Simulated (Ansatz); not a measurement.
Wanted: the native input for an Ansatz 0.2.0 run.

```yaml
Task: relaxation of cell and atoms
Functional: PBE
Potentials_or_basis: Ansatz PAW
Cutoff: "420 eV (not typed: the program's choice for these potentials)"
k_mesh: 9 × 9 × 9
Occupations: fermi-dirac, width 0.05 eV
Spin: no spin polarisation
Target_pressure: 10 GPa
Target_pressure_GPa: 10
```

Hf3Be:

```
CELL_PARAMETERS angstrom
-2.09200 2.09200 4.35305
2.09200 -2.09200 4.35305
2.09200 2.09200 -4.35305
ATOMIC_POSITIONS crystal
Hf 0.50000 0.50000 0.00000
Hf 0.25000 0.75000 0.50000
Hf 0.75000 0.25000 0.50000
Be 0.00000 0.00000 0.00000
```

The cell comes from a database or a generator and needn't be the stable form of this composition.

These files were run (other wordings do the same):

input.yaml

```yaml
crystal:
  lattice:
    - [-2.092, 2.092, 4.353046]
    - [2.092, -2.092, 4.353046]
    - [2.092, 2.092, -4.353046]
  atoms:
    - { symbol: Hf, position: [0.5, 0.5, 0.0] }
    - { symbol: Hf, position: [0.25, 0.75, 0.5] }
    - { symbol: Hf, position: [0.75, 0.25, 0.5] }
    - { symbol: Be, position: [0.0, 0.0, 0.0] }
hamiltonian:
  xc: pbe
  pseudopotentials: { kind: paw }
kpoints:
  mp_grid: { grid: [9, 9, 9] }
scf:
  occupations: { method: fermi_dirac, width: 0.05 }
output:
  forces: true
  stress: true
  eigenvalues: true
relax:
  f_tol: 0.01
  max_steps: 40
  cell: { stress_tol: 0.05, p_target: 10.0 }
```

Potentials or basis: Ansatz PAW.

Launch:

```bash
$ ansatz run input.yaml --threads 2 --pin off --max-ram 5632MiB --backend cpu --events-out ev --progress --plain --runs-dir out
```

Results of the run:

| Property | Result |
| --- | --- |
| Relaxed volume | 17.53 Å³/atom |
| Relaxed cell | a = 5.120 Å, b = 5.120 Å, c = 5.120 Å, α = 133.19°, β = 133.19°, γ = 68.36° |
| Space group after relaxing (to 0.05 Å) | I4/mmm (No. 139) |
| Energy change on relaxing (the enthalpy is what falls) | +44.7 meV/atom |
| Ionic steps | 5 |
| Pressure after relaxing | 10.0 GPa |
| Band gap on the k mesh | none (metal or under the smearing width) |

Caveat: the plane-wave basis is chosen anew once the cell has moved, so the energies of steps on either side of that aren't comparable.

Run time: 20 s on 2 threads of Intel(R) Xeon(R) 6975P-C (Granite Rapids) (shared host), peak memory 0.59 GiB.
